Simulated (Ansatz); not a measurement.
**GeTe: a ladder of functionals and wavefunction methods**

An exercise on one series of results from a longer session: the logs are not shown, and one member is left open.

The runs use Ansatz 0.2.0, Gaussian basis; functionals in def2-TZVPP, the program's frozen cores in correlated methods.

Levels to be run: LDA (SPW92), PBE-D4, revPBE-D4, BLYP-D4, r2SCAN-D4, B97M-V, PBE0-D4, B3LYP-D4, r2SCANh-D4, r2SCAN0-D4, HSE06-D4, BHLYP-D4, CAM-B3LYP-D4, LC-ωPBE, ωB97X-V, ωB97M-V, B2PLYP, PBE-QIDH; CCSD(T)/def2-SVP; CCSD(T)/def2-TZVPP; CCSD(T)/def2-QZVPP; extrapolation to the limit; RPA on PBE.

### Structure used throughout

The geometry comes from an earlier relaxation with PBE0-D4 in a triple-zeta def2 set; it is a stationary point. Te takes the def2 core potential; no spin-orbit term is included.

SMILES `[Ge][Te]`, 2 atoms, charge 0, spin multiplicity 1.

Atoms are counted from 1 here; the program's logs count them from 0.

Bond lengths: Ge1–Te2 2.338 Å.

The first run:

in.yaml

```yaml
crystal:
  periodic: [false, false, false]
  atoms:
    - {symbol: Ge, position_ang: [0.000000, 0.000000, 0.000844]}
    - {symbol: Te, position_ang: [-0.000000, -0.000000, 2.339321]}
basis:
  gaussian: {orbitals: def2-TZVPP}
hamiltonian: {xc: lda}
output: {orbitals: {seedname: orbitals}}
```

Started as:

```
ansatz run in.yaml --threads 4 --pin off --events-out ev --progress --plain --max-ram 10444MiB
```

Steps of the session up to this table: LDA; PBE-D4 (GGA); revPBE-D4 (GGA); BLYP-D4 (GGA); r2SCAN-D4 (meta-GGA); B97M-V (meta-GGA); PBE0-D4 (hybrid); B3LYP-D4 (hybrid); r2SCANh-D4 (hybrid); r2SCAN0-D4 (hybrid); HSE06-D4 (hybrid); BHLYP-D4 (hybrid); CAM-B3LYP-D4 (range-separated); LC-ωPBE (range-separated); ωB97X-V (range-separated); ωB97M-V (range-separated); B2PLYP (double hybrid); PBE-QIDH (double hybrid).

One table of the session follows, with a row left open; its other results are not shown here.

It belongs to the step «Orbital energies across the functionals». 

| functional | HOMO (eV) | LUMO (eV) | gap (eV) |
| --- | --- | --- | --- |
| LDA (SPW92) | -6.36 | -3.44 | 2.91 |
| PBE-D4 | -6.18 | -3.23 | 2.94 |
| revPBE-D4 | -6.12 | -3.17 | 2.95 |
| BLYP-D4 | -5.97 | -3.10 | 2.87 |
| r2SCAN-D4 | -6.46 | -3.23 | 3.22 |
| B97M-V | -6.23 | -3.02 | 3.21 |
| PBE0-D4 | -7.07 | -2.58 | 4.48 |
| B3LYP-D4 | -6.84 | -2.74 | 4.10 |
| r2SCANh-D4 | -6.78 | -2.98 | 3.80 |
| r2SCAN0-D4 | -7.26 | -2.60 | 4.66 |
| HSE06-D4 | -6.69 | -2.95 | 3.73 |
| BHLYP-D4 | ? | ? | ? |
| CAM-B3LYP-D4 | -8.12 | -1.61 | 6.52 |
| LC-ωPBE | -9.33 | -0.67 | 8.66 |
| ωB97X-V | -9.05 | -0.69 | 8.36 |
| ωB97M-V | -8.93 | -0.76 | 8.18 |

Q: Estimate the row for BHLYP-D4 from the others.

Worked estimate for «HOMO (eV)». Against the share of exact exchange, BLYP-D4 (0, -5.97), B3LYP-D4 (0.2, -6.84) give a slope of -4.35 per unit share; at 0.5 the line stands at -8.14.

The run gave: HOMO (eV): -7.75; LUMO (eV): -1.79; gap (eV): 5.95. In «HOMO (eV)» the line misses by -0.39.
